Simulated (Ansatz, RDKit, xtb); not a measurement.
**Isomers of C5H5FN2O, a sample narrowed down**

A sample of isomers of C5H5FN2O is drawn. Aim: find which of them has the lowest free energy at 298.15 K, then its properties. The sample is small against all isomers, and the most stable one of this formula need not be in it.

Plan: many cheap relaxations first (GFN2-xTB), then density-functional screening, relaxation at B3LYP-D3(BJ)/def2-SVP, vibrations (at GFN2-xTB) and a final energy. The numbers are computed, not measured.

### Step 1. Candidates

Isomers were taken from a list of plausible structures; this is a sample, not all of them. That gives 14 candidates.

| label | SMILES | spin |
| --- | --- | --- |
| c018 | C/C(=C\F)c1ncon1 | singlet |
| c083 | COc1nnccc1F | singlet |
| c310 | Cc1nc(F)ncc1O | singlet |
| c357 | Cn1nc(C=O)cc1F | singlet |
| c441 | CC(=O)N/C=C(/F)C#N | singlet |
| c528 | OCc1ncncc1F | singlet |
| c548 | COC(C#N)(C#N)CF | singlet |
| c593 | C=CCc1noc(F)n1 | singlet |
| c599 | Cn1c(C=O)cnc1F | singlet |
| c630 | CC(=O)c1cn[nH]c1F | singlet |
| c791 | COc1cnncc1F | singlet |
| c858 | N#CC(C#N)COCF | singlet |
| c864 | COc1cnc(F)nc1 | singlet |
| c897 | OCc1nccnc1F | singlet |

Candidates are built by distance geometry, with a force field where one applies, in up to four conformers (letters a to d).

Q: Predict the outcome of this search (final energies at CCSD(T)/def2-SVP + MP2/def2-TZVPP - MP2/def2-SVP).

| quantity | value |
| --- | --- |
| lowest structure found | Cc1nc(F)ncc1O, singlet |
| next finalist | OCc1nccnc1F, singlet, 9.9 kcal/mol higher in G |
| share at equilibrium, among the finalists | 100.0 % |

The lowest structure found is `Cc1nc(F)ncc1O`. Among the finalists first place is clear (9.9 kcal/mol); structures outside the list aren't covered. GFN2-xTB, HF/STO-3G, r2SCAN-D4/def2-SVP, B3LYP-D3(BJ)/def2-SVP, HF/def2-SVP and MP2/def2-SVP already put its bonding pattern lowest among the structures in one piece. The search is not exhaustive (a finite list of starts, one conformer a finalist), so a lower isomer can't be ruled out. Only 14 drawn patterns were tried, so whole families of isomers are missing, and the result ranks this sample alone.
